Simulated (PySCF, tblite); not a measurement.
# C₅H₉F₃: a rotation path, then NMR shifts on frames

How do NMR shifts of C₅H₉F₃ (`CC[C@H](C)C(F)(F)F`) change as the atoms move?

The runs use tblite 0.8.0 and PySCF 2.14.0, with density-fitted response routines of our own; the level of theory stands in each step. All values are computed, except where a source is named. Atoms are numbered from 0 throughout.

## 1. The starting structure

17 atoms, charge 0, multiplicity 1; geometry from: GFN2-xTB.

Bonds of the start (Å): C0–C1 1.52, C1–C2 1.53, C2–C3 1.53, C2–C4 1.52, C4–F5 1.34, C4–F6 1.34, C4–F7 1.34, C0–H8 1.09, C0–H9 1.09, C0–H10 1.09, C1–H11 1.09, C1–H12 1.09, C2–H13 1.10, C3–H14 1.09, C3–H15 1.09, C3–H16 1.09.

## 2. A band between two rotamers with GFN2-xTB

What the job is given:

```
{"job": {"kind": "neb", "xc": "GFN2-xTB", "basis": "xTB", "atoms": [1, 2, 4, 7], "turn": 120}, "charge": 0, "multiplicity": 1}
C      2.094809    -0.027275    -0.042305
C      0.752199     0.143425    -0.741552
C     -0.410181     0.306371     0.246660
C     -0.682848    -0.953585     1.065976
C     -1.669546     0.673454    -0.526121
F     -2.724684     0.878764     0.280294
F     -1.524563     1.804000    -1.238513
F     -2.040340    -0.276931    -1.397579
H      2.281247     0.801184     0.637293
H      2.130849    -0.954815     0.522352
H      2.892547    -0.050672    -0.779965
H      0.795162     1.029241    -1.379153
H      0.556040    -0.720136    -1.380533
H     -0.207649     1.149760     0.915896
H      0.164100    -1.171001     1.709020
H     -1.562242    -0.817429     1.691724
H     -0.851898    -1.802323     0.406596
```

With the program's defaults for keys left out, this is: GFN2-xTB climbing-image nudged elastic band, gas phase.

On the command line:

```sh
$ OMP_NUM_THREADS=1 python probes_run.py task.json out
```

The driver reads the jobs from task.json and runs them one after another.

What it wrote:

```text
image   E - E0 / eV
  0      -0.0000
  1       0.0261
  2       0.0782
  3       0.1236
  4       0.1394
  5       0.1193
  6       0.0726
  7       0.0228
  8       0.0001
```

Wall time 4 s (1 thread of Intel Xeon at 2.50GHz, shared host); peak memory 0.18 GiB.

The final band, with the dihedral C1–C2–C4–F7:

| image | dihedral (°) | energy (eV) | energy (kcal/mol) |
| --- | --- | --- | --- |
| 0 | 62 | 0.000 | 0.0 |
| 1 | 78 | 0.026 | 0.6 |
| 2 | 93 | 0.078 | 1.8 |
| 3 | 109 | 0.124 | 2.9 |
| 4 | 124 | 0.139 | 3.2 |
| 5 | 139 | 0.119 | 2.8 |
| 6 | 154 | 0.073 | 1.7 |
| 7 | 168 | 0.023 | 0.5 |
| 8 | 182 | 0.000 | 0.0 |

## 3. NMR shieldings: image 0, PBE0/pcSseg-1

What the job is given:

```
{"job": {"kind": "nmr", "xc": "PBE0", "basis": "pcSseg-1", "pop": false}, "charge": 0, "multiplicity": 1}
C      2.094800    -0.027300    -0.042300
C      0.752200     0.143400    -0.741600
C     -0.410200     0.306400     0.246700
C     -0.682800    -0.953600     1.066000
C     -1.669500     0.673500    -0.526100
F     -2.724700     0.878800     0.280300
F     -1.524600     1.804000    -1.238500
F     -2.040300    -0.276900    -1.397600
H      2.281200     0.801200     0.637300
H      2.130800    -0.954800     0.522400
H      2.892500    -0.050700    -0.780000
H      0.795200     1.029200    -1.379200
H      0.556000    -0.720100    -1.380500
H     -0.207600     1.149800     0.915900
H      0.164100    -1.171000     1.709000
H     -1.562200    -0.817400     1.691700
H     -0.851900    -1.802300     0.406600
```

Level: GIAO PBE0/pcSseg-1 NMR shielding, non-relativistic, gas phase.

What it wrote:

```text
coarse grid: 14272 points
cycle   1  E = -494.7288523646  dE =  9.659e-01  |g| = 9.001e-01  |ddm| = 3.418e+00
cycle   2  E = -494.6079398316  dE =  1.209e-01  |g| = 1.291e+00  |ddm| = 1.096e+00
cycle   3  E = -494.8721558517  dE = -2.642e-01  |g| = 6.563e-02  |ddm| = 6.512e-01
cycle   4  E = -494.8728152373  dE = -6.594e-04  |g| = 3.793e-02  |ddm| = 7.456e-02
cycle   5  E = -494.8731356040  dE = -3.204e-04  |g| = 5.437e-03  |ddm| = 3.263e-02
cycle   6  E = -494.8731421290  dE = -6.525e-06  |g| = 1.047e-03  |ddm| = 6.291e-03
final grid: 139200 points
cycle   7  E = -494.9412213706  dE = -6.068e-05  |g| = 9.102e-03  |ddm| = 2.967e-02
cycle   8  E = -494.9412113600  dE =  1.001e-05  |g| = 1.168e-02  |ddm| = 1.555e-02
cycle   9  E = -494.9412408023  dE = -2.944e-05  |g| = 8.806e-04  |ddm| = 8.587e-03
cycle  10  E = -494.9412409156  dE = -1.133e-07  |g| = 2.840e-04  |ddm| = 6.898e-04
cycle  11  E = -494.9412409287  dE = -1.306e-08  |g| = 6.403e-05  |ddm| = 1.835e-04
cycle  12  E = -494.9412409295  dE = -8.291e-10  |g| = 1.432e-05  |ddm| = 6.166e-05
converged SCF energy = -494.9412409295

GIAO shielding tensors (ppm)
atom      isotropic    diamagn.    paramagn.     s11        s22        s33       span
  0 C      173.521     246.514     -72.993    161.133    171.805    187.626     26.494
  1 C      160.828     248.622     -87.795    151.492    157.358    173.634     22.141
  2 C      141.916     250.499    -108.583    128.332    137.326    160.091     31.760
  3 C      173.581     247.964     -74.382    159.742    171.704    189.298     29.556
  4 C       49.319     244.632    -195.313     41.775     47.166     59.017     17.242
  5 F      260.795     472.755    -211.959    169.973    264.256    348.157    178.184
  6 F      262.222     474.160    -211.938    170.051    267.586    349.030    178.979
  7 F      273.672     475.080    -201.408    188.656    288.483    343.876    155.220
  8 H       31.040      29.957       1.082     26.624     28.888     37.607     10.983
  9 H       30.597      30.320       0.277     25.469     30.122     36.199     10.730
 10 H       30.412      28.318       2.094     25.550     27.535     38.152     12.602
 11 H       29.762      31.667      -1.904     23.505     30.883     34.899     11.394
 12 H       30.449      32.041      -1.592     25.618     30.766     34.964      9.346
 13 H       29.886      32.766      -2.880     27.269     28.682     33.707      6.438
 14 H       30.452      30.934      -0.482     25.076     29.656     36.623     11.547
 15 H       30.201      29.713       0.488     24.957     28.814     36.831     11.873
 16 H       30.890      30.685       0.204     27.180     28.829     36.660      9.479
```

Wall time 69 s (1 thread of Intel Xeon at 2.50GHz, shared host); peak memory 0.83 GiB.

The references, computed at this level on geometries of the same kind, shield at (ppm): 1H TMS 31.72, 13C TMS 186.9, 19F CFCl3 170.9. Their shielding less the atom's gives the shift. The references are single molecules in the gas phase, so shifts against H2O, NH3, PH3, H3PO4 or CFCl3 are not on the usual liquid scales and can be off by tens of ppm. Each atom is listed at this fixed geometry, with no averaging over motion; a spectrum would average atoms that exchange fast.

| atoms | environment | σ (ppm) | δ (ppm) |
| --- | --- | --- | --- |
| C4 | CF3 carbon | 49.3 | 137.6 |
| C2 | sp3 CH | 141.9 | 45.0 |
| C1 | sp3 CH2 | 160.8 | 26.1 |
| C0 | methyl carbon | 173.5 | 13.4 |
| C3 | methyl carbon | 173.6 | 13.3 |
| H11 | hydrogen on an sp3 CH2 | 29.76 | 1.95 |
| H13 | hydrogen on an sp3 CH | 29.89 | 1.83 |
| H15 | hydrogen on a methyl carbon | 30.20 | 1.52 |
| H10 | hydrogen on a methyl carbon | 30.41 | 1.30 |
| H12 | hydrogen on an sp3 CH2 | 30.45 | 1.27 |
| H14 | hydrogen on a methyl carbon | 30.45 | 1.27 |
| H9 | hydrogen on a methyl carbon | 30.60 | 1.12 |
| H16 | hydrogen on a methyl carbon | 30.89 | 0.83 |
| H8 | hydrogen on a methyl carbon | 31.04 | 0.68 |
| F5 | fluorine of a CF3 group | 260.8 | -89.8 |
| F6 | fluorine of a CF3 group | 262.2 | -91.3 |
| F7 | fluorine of a CF3 group | 273.7 | -102.7 |

The fields below are evaluated on a grid from the run's orbitals.

Frontier orbitals at PBE0/pcSseg-1, with the share of their density that lies nearest to each atom:

| orbital | energy (eV) | lies on |
| --- | --- | --- |
| HOMO | -9.69 | H11 23 %; C1, C2 about 13 % each; H9 12 % |
| LUMO | 1.33 | 4 H atoms about 13 % each; H10 9 %; H11, H15 about 6 % each |

ELF in a plane through or near 8 of the atoms.

Values, 10 rows by 14 columns:
```
0.00 0.00 0.00 0.00 0.00 0.00 0.00 0.00 0.00 0.00 0.00 0.00 0.00 0.00
0.00 0.00 0.00 0.00 0.00 0.00 0.02 0.02 0.01 0.00 0.00 0.00 0.00 0.00
0.00 0.00 0.00 0.00 0.00 0.04 0.97 0.80 0.31 0.83 0.13 0.00 0.00 0.00
0.00 0.00 0.00 0.66 0.95 0.04 0.96 0.81 0.68 0.98 0.31 0.00 0.00 0.00
0.00 0.00 0.02 0.60 0.99 0.63 0.08 0.81 0.72 0.02 0.26 0.27 0.00 0.00
0.00 0.01 0.64 0.94 0.39 0.93 0.59 0.82 0.91 0.31 0.64 0.68 0.04 0.00
0.00 0.00 0.79 0.99 0.45 0.53 0.80 0.30 0.36 0.31 0.15 0.21 0.00 0.00
0.00 0.00 0.00 0.05 0.01 0.87 1.00 0.12 0.75 0.85 0.49 0.00 0.00 0.00
0.00 0.00 0.00 0.00 0.00 0.03 0.11 0.00 0.16 0.26 0.09 0.00 0.00 0.00
0.00 0.00 0.00 0.00 0.00 0.00 0.00 0.00 0.00 0.00 0.00 0.00 0.00 0.00
```
The map spans 11.0 Å across and 9.3 Å up, centred on the molecule. Atoms in the plane (x, y in Å): C0 (-2.1, -0.1), C1 (-0.8, -0.7), C3 (0.6, 1.5), C4 (1.7, -0.8), H9 (-2.2, 0.9), H10 (-2.9, -0.7), H11 (-0.7, -1.7), H14 (-0.2, 2.1).

On the surface of density 0.002 e/bohr³ the electrostatic potential runs, from the 1st to the 99th percentile, from -0.73 V near F6 to 0.91 V near H13.

## 4. Nuclear shieldings: image 2, PBE0/pcSseg-1

What the job is given:

```
{"job": {"kind": "nmr", "xc": "PBE0", "basis": "pcSseg-1", "pop": false}, "charge": 0, "multiplicity": 1}
C      2.104600     0.012700    -0.008500
C      0.773300     0.202300    -0.723700
C     -0.416000     0.275000     0.242700
C     -0.679400    -1.030800     0.993600
C     -1.688200     0.668900    -0.512000
F     -2.511800     1.404800     0.256900
F     -1.458900     1.403600    -1.612300
F     -2.408600    -0.384700    -0.923000
H      2.259700     0.799300     0.727300
H      2.152400    -0.948900     0.493800
H      2.915100     0.055700    -0.731900
H      0.817400     1.136000    -1.287700
H      0.611400    -0.607200    -1.437900
H     -0.234400     1.078700     0.964900
H      0.152800    -1.260800     1.651000
H     -1.577500    -0.938100     1.600400
H     -0.818800    -1.854600     0.296700
```

Level: GIAO PBE0/pcSseg-1 NMR shielding, non-relativistic, gas phase.

What it wrote:

```text
coarse grid: 14272 points
cycle   1  E = -494.7232310506  dE =  9.637e-01  |g| = 9.046e-01  |ddm| = 3.418e+00
cycle   2  E = -494.5986593387  dE =  1.246e-01  |g| = 1.303e+00  |ddm| = 1.111e+00
cycle   3  E = -494.8682628604  dE = -2.696e-01  |g| = 6.562e-02  |ddm| = 6.590e-01
cycle   4  E = -494.8689210421  dE = -6.582e-04  |g| = 3.831e-02  |ddm| = 7.546e-02
cycle   5  E = -494.8692486459  dE = -3.276e-04  |g| = 5.422e-03  |ddm| = 3.307e-02
cycle   6  E = -494.8692551098  dE = -6.464e-06  |g| = 1.054e-03  |ddm| = 6.291e-03
final grid: 139200 points
cycle   7  E = -494.9371908096  dE = -6.051e-05  |g| = 8.672e-03  |ddm| = 3.018e-02
cycle   8  E = -494.9371821116  dE =  8.698e-06  |g| = 1.102e-02  |ddm| = 1.486e-02
cycle   9  E = -494.9372087040  dE = -2.659e-05  |g| = 8.750e-04  |ddm| = 8.180e-03
cycle  10  E = -494.9372088135  dE = -1.095e-07  |g| = 2.729e-04  |ddm| = 6.734e-04
cycle  11  E = -494.9372088252  dE = -1.174e-08  |g| = 6.663e-05  |ddm| = 1.787e-04
cycle  12  E = -494.9372088261  dE = -9.093e-10  |g| = 1.367e-05  |ddm| = 6.279e-05
converged SCF energy = -494.9372088261

GIAO shielding tensors (ppm)
atom      isotropic    diamagn.    paramagn.     s11        s22        s33       span
  0 C      173.443     246.528     -73.085    161.085    171.725    187.519     26.434
  1 C      160.250     248.107     -87.857    152.111    158.001    170.637     18.526
  2 C      141.015     250.979    -109.963    123.178    136.751    163.117     39.939
  3 C      172.756     247.532     -74.777    160.960    171.783    185.524     24.563
  4 C       49.559     243.301    -193.742     42.230     48.622     57.824     15.595
  5 F      248.758     472.542    -223.784    164.985    233.330    347.958    182.973
  6 F      258.700     474.444    -215.744    172.458    272.137    331.504    159.045
  7 F      265.479     473.935    -208.456    183.875    276.915    335.648    151.774
  8 H       31.038      29.955       1.082     26.681     28.877     37.554     10.873
  9 H       30.659      30.303       0.356     25.559     30.098     36.320     10.761
 10 H       30.391      28.301       2.090     25.507     27.567     38.098     12.590
 11 H       29.629      31.769      -2.140     23.118     31.033     34.735     11.616
 12 H       30.571      31.936      -1.365     25.967     30.495     35.251      9.284
 13 H       29.732      32.910      -3.178     26.589     29.150     33.457      6.868
 14 H       30.479      30.842      -0.363     25.154     29.560     36.722     11.569
 15 H       30.346      29.575       0.771     25.582     28.486     36.970     11.388
 16 H       30.775      30.676       0.099     27.076     28.736     36.512      9.436
```

It took 60 s on 1 thread of Intel Xeon at 2.50GHz, shared host; peak memory 0.83 GiB.

Key values: δ C4 137.4, C2 45.9, C1 26.7, C3 14.2, H11 2.09, H13 1.98 ppm.

(Part 1 of 2 ends here.)
